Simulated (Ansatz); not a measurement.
# CH₆NPSi: small, medium and large basis sets

One table from this session's results is given with a row withheld; the runs are named, their logs left out.

Computed with Ansatz 0.2.0, Gaussian basis. Level: one geometry, several basis sets.

Plan: PBE0-D4/def2-SVP; ωB97M-V/def2-SVP; PBE0-D4/def2-QZVPP; ωB97M-V/def2-QZVPP; the functionals' def2-TZVPP values are taken from earlier runs.

### Structure used throughout

The geometry comes from an earlier relaxation with PBE0-D4 in a triple-zeta def2 set; it is a stationary point, not always the lowest conformer.

SMILES `C=NP[SiH3]`, 10 atoms, charge 0, spin multiplicity 1.

Atoms are counted from 1 here; the program's logs count them from 0.

Bond lengths: C1–N2 1.261 Å, C1–H5 1.099 Å, C1–H6 1.092 Å, N2–P3 1.717 Å, P3–Si4 2.265 Å, P3–H7 1.417 Å, Si4–H8 1.487 Å, Si4–H9 1.488 Å, Si4–H10 1.487 Å. Angles: N2–C1–H5 124.8°, N2–C1–H6 118.9°, H5–C1–H6 116.3°, C1–N2–P3 123.9°, N2–P3–Si4 104.4°, N2–P3–H7 97.2°, Si4–P3–H7 94.3°, P3–Si4–H8 109.9°, P3–Si4–H9 112.0°, P3–Si4–H10 107.3°, H8–Si4–H9 108.5°, H8–Si4–H10 108.9°, H9–Si4–H10 110.2°.

Set-up of the first run:

Input file in.yaml:

```yaml
crystal:
  periodic: [false, false, false]
  atoms:
    - {symbol: C, position_ang: [-0.607815, 1.776341, 0.451081]}
    - {symbol: N, position_ang: [0.431556, 1.573562, -0.233779]}
    - {symbol: P, position_ang: [1.446145, 0.199723, -0.052960]}
    - {symbol: Si, position_ang: [0.021583, -1.561031, -0.069694]}
    - {symbol: H, position_ang: [-1.034345, 1.062945, 1.169540]}
    - {symbol: H, position_ang: [-1.138697, 2.723585, 0.337326]}
    - {symbol: H, position_ang: [1.802233, 0.062359, -1.417972]}
    - {symbol: H, position_ang: [-0.602007, -1.720484, 1.270549]}
    - {symbol: H, position_ang: [-1.059556, -1.392950, -1.077542]}
    - {symbol: H, position_ang: [0.824103, -2.775050, -0.373848]}
basis:
  gaussian: {orbitals: def2-SVP}
hamiltonian: {xc: pbe0, dispersion: d4}
output: {orbitals: {seedname: orbitals}}
```

Launch:

```console
$ ansatz run in.yaml --threads 2 --pin off --events-out ev --progress --plain --max-ram 4352MiB
```

Steps of the session up to this table: PBE0-D4 in def2-SVP; ωB97M-V in def2-SVP; PBE0-D4 in def2-QZVPP; ωB97M-V in def2-QZVPP.

One table of the session follows, with a row left open; its other results are not shown here.

| functional | basis | HOMO (eV) |
| --- | --- | --- |
| PBE0-D4 | def2-SVP | -7.03 |
| PBE0-D4 | def2-TZVPP | -7.06 |
| PBE0-D4 | def2-QZVPP | -7.07 |
| ωB97M-V | def2-SVP | -9.05 |
| ωB97M-V | def2-TZVPP | -9.10 |
| ωB97M-V | def2-QZVPP | ? |

Estimate the missing values for ωB97M-V, def2-QZVPP.

As computed: HOMO (eV): -9.12. In the column «HOMO (eV)» it is the lowest.
